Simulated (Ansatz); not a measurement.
# GaAs: the cost of one run

Method: G0W0 on HSE06, scalar-relativistic, plane waves, PAW, and further levels as typed in the inputs, in Ansatz 0.2.0.

**1. The system as given**

It takes space group F-43m (No. 216, cubic). Conventional cell: a = 5.653 Å, b = 5.653 Å, c = 5.653 Å, α = 90.00°, β = 90.00°, γ = 90.00°. Around Ga (site symmetry -43m) lie 4 As at 2.45 Å. Around As (site symmetry -43m) lie 4 Ga at 2.45 Å.

As a file:

```xyz
2
Lattice="0.0000 2.8265 2.8265 2.8265 0.0000 2.8265 2.8265 2.8265 0.0000" Properties=species:S:1:pos:R:3 pbc="T T T"
Ga    0.0000    0.0000    0.0000
As    1.4132    1.4132    1.4132
```

**2. GW levels: GaAs, no spin**

Contents of input.yaml:

```yaml
crystal:
  lattice:
    - [0.0, 2.8265, 2.8265]
    - [2.8265, 0.0, 2.8265]
    - [2.8265, 2.8265, 0.0]
  atoms:
    - { symbol: Ga, position: [0.0, 0.0, 0.0] }
    - { symbol: As, position: [0.25, 0.25, 0.25] }
scf:
  occupations: { method: fixed }
  n_extra_bands: 8
output:
  eigenvalues: true
kpoints:
  mp_grid: { grid: [6, 6, 6] }
hamiltonian:
  xc: hse06
gw:
  n_empty_bands: 250
  ecut_chi: 220
  qp_bands: [v1, c1]
  qp_kpoints: [[0, 0, 0]]
```

The run is started by

```
$ ansatz run input.yaml --threads 4 --pin off --max-ram 11264MiB --backend cpu --events-out ev --progress --plain --runs-dir out
```

What time and memory should one allow on 4 threads of Intel Xeon 6975P-C (Granite Rapids), shared host?

About 74 s, with a peak of 1.6 GiB.
